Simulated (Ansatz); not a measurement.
# CH7BFN: the cost of one run

Program: Ansatz 0.2.0. Level of theory: RKS B3LYP-D4/6-31G*. These are calculated values, not measurements.

**1. The structure to begin with**

Bond lengths: C2–H3 1.110 Å, C2–H4 1.110 Å, C2–H5 1.110 Å, B1–H6 1.190 Å, B1–F7 1.320 Å, B1–N8 1.850 Å, N8–H9 1.060 Å, N8–H10 1.060 Å, C2–H11 1.207 Å, N8–H11 1.192 Å. Angles (14 of 16 angles, heavy atoms first): F7–B1–N8 92.7°, H6–B1–F7 120.0°, H6–B1–N8 105.6°, B1–N8–H9 120.0°, B1–N8–H10 120.0°, B1–N8–H11 78.4°, C2–H11–N8 136.0°, H3–C2–H4 109.4°, H3–C2–H5 109.4°, H3–C2–H11 73.1°, H4–C2–H5 109.4°, H4–C2–H11 64.6°, H5–C2–H11 174.1°, H9–N8–H10 120.0°.

As a file:

```xyz
11

B     0.0000    0.0000    0.0000
C     0.0000    0.0000    1.9500
H    -0.9996   -0.3092    2.3205
H     0.7676   -0.7111    2.3205
H     0.2320    1.0203    2.3205
H     1.0305    0.0000   -0.5950
F    -1.1431    0.0000   -0.6600
N    -0.2369   -1.7396    0.5833
H    -0.6522   -2.4652   -0.0683
H     0.0425   -2.0107    1.5692
H    -0.1566   -1.1499    1.6165
```

**2. Pulling towards end A**

Springs on the bonds that form and break draw the guess towards this end; the thresholds are loose.

Contents of input.yaml:

```yaml
crystal:
  periodic: [false, false, false]
  atoms:
    - { symbol: B, position_ang: [0.0, 0.0, 0.0] }
    - { symbol: C, position_ang: [0.0, 0.0, 1.95] }
    - { symbol: H, position_ang: [-0.9996, -0.3092, 2.3205] }
    - { symbol: H, position_ang: [0.7676, -0.7111, 2.3205] }
    - { symbol: H, position_ang: [0.232, 1.0203, 2.3205] }
    - { symbol: H, position_ang: [1.0305, 0.0, -0.595] }
    - { symbol: F, position_ang: [-1.1431, 0.0, -0.66] }
    - { symbol: "N", position_ang: [-0.2369, -1.7396, 0.5833] }
    - { symbol: H, position_ang: [-0.6522, -2.4652, -0.0683] }
    - { symbol: H, position_ang: [0.0425, -2.0107, 1.5692] }
    - { symbol: H, position_ang: [-0.1566, -1.1499, 1.6165] }
basis:
  gaussian: { orbitals: "6-31G*" }
hamiltonian:
  xc: b3lyp
  dispersion: d4
relax:
  f_tol: 0.15
  max_steps: 25
  restrain:
    - { distance: [0, 7], at: 2.75, k: 30.0 }
    - { distance: [10, 1], at: 2.31, k: 30.0 }
    - { distance: [0, 1], at: 1.6, k: 30.0 }
    - { distance: [10, 7], at: 1.06, k: 30.0 }
```

Run with:

```console
$ ansatz run input.yaml --threads 1 --pin off --max-ram 2048MiB --backend cpu --events-out ev --progress --plain --runs-dir out
```

Q: Estimate wall time and peak memory on 1 thread of Intel Xeon 6975P-C (Granite Rapids), shared host.

About 31 s, with a peak of 0.18 GiB.
